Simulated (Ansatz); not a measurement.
## C2H8ClGaS, SMILES C[S+](C)[GaH2-][Cl]: a geometry optimisation

Computed with Ansatz 0.2.0 through its Python package.

Script `run_opt.py`:
```python
"""Geometry optimisation of C2H8ClGaS."""

import ansatz as az
import numpy as np

BASIS = "def2-SVP"
XC = "pbe"

geometry = (
    az.Crystal.molecule()
    .atom("C", (-1.0771, -1.4313, -0.2782))
    .atom("S", (-0.2333, -0.1694, 0.6466))
    .atom("C", (-0.977, 1.4123, 0.3222))
    .atom("Ga", (1.9129, -0.1215, 0.0473))
    .atom("Cl", (2.8434, 1.7286, 0.7981))
    .atom("H", (-0.6109, -2.4163, -0.0702))
    .atom("H", (-1.0031, -1.2093, -1.3628))
    .atom("H", (-2.1448, -1.4583, 0.0215))
    .atom("H", (-0.4572, 2.1939, 0.9134))
    .atom("H", (-0.8914, 1.6485, -0.7585))
    .atom("H", (-2.0478, 1.3839, 0.6107))
    .atom("H", (2.0155, -0.1621, -1.559))
    .atom("H", (2.6708, -1.3989, 0.6689))
)

calc = geometry.calculation().basis(gaussian=BASIS).functional(XC)
symbols = [site.symbol for site in geometry.cartesian_sites]
start = np.array([site.position_ang for site in geometry.cartesian_sites], dtype=float)
def progress(event):
    if event["event"] == "relax_step":
        row = event["data"]
        print(f"step {row['step']:3d}  E = {row['lagrangian_ev']:.6f} eV  max force {row['allowed_force_max_ev_ang']:.4f} eV/A")


data = calc.relax(force_tolerance=0.01).session().plan().execute(on_event=progress).report
end = np.array(data["positions_ang"])

print(f"E = {data['free_energy_ev']:.6f} eV = {data['free_energy_ev'] / 27.211386246:.7f} Ha")
print("converged:", data["converged"], " doubts:", data["published_state_doubts"] or "none")

print("final positions (A) and the move of each atom")
for symbol, xyz, old in zip(symbols, end, start):
    print(f"{symbol:2s} {xyz[0]:10.5f} {xyz[1]:10.5f} {xyz[2]:10.5f}   {np.linalg.norm(xyz - old):7.4f}")
```

Output of `python run_opt.py`:
```text
step   1  E = -77904.832180 eV  max force 2.8519 eV/A
step   2  E = -77905.384342 eV  max force 1.0712 eV/A
step   3  E = -77905.488737 eV  max force 0.2507 eV/A
step   4  E = -77905.506515 eV  max force 0.0964 eV/A
step   5  E = -77905.513025 eV  max force 0.0840 eV/A
step   6  E = -77905.515045 eV  max force 0.0282 eV/A
step   7  E = -77905.515629 eV  max force 0.0223 eV/A
step   8  E = -77905.515768 eV  max force 0.0126 eV/A
step   9  E = -77905.515826 eV  max force 0.0066 eV/A
E = -77905.515870 eV = -2862.9749020 Ha
converged: True  doubts: none
final positions (A) and the move of each atom
C    -1.09167   -1.40609   -0.26498    0.0320
S    -0.28734   -0.25745    0.89676    0.2707
C    -0.91193    1.34689    0.30615    0.0936
Ga    2.06686   -0.14443   -0.04549    0.1812
Cl    2.57125    1.80832    0.88881    0.2977
H    -0.73315   -2.42183   -0.01120    0.1359
H    -0.81096   -1.16406   -1.30903    0.2046
H    -2.19008   -1.36492   -0.13429    0.1872
H    -0.27233    2.11017    0.78981    0.2376
H    -0.79515    1.42400   -0.79246    0.2466
H    -1.96990    1.47287    0.60511    0.1184
H     1.68009   -0.01645   -1.57727    0.3661
H     2.74432   -1.38690    0.64808    0.0773
```

Caveats:
- Total energies depend on the basis set; only differences at equal settings carry meaning.
- The end point is the stationary point reached from this start; no frequency run checks that it is a minimum, and the basis set is modest.
- The whole script took 70 s on 1 thread of Arm Neoverse V2 (shared host), peak memory 0.27 GiB.

(Lines on the test bed's own set-up are left out of the output.)
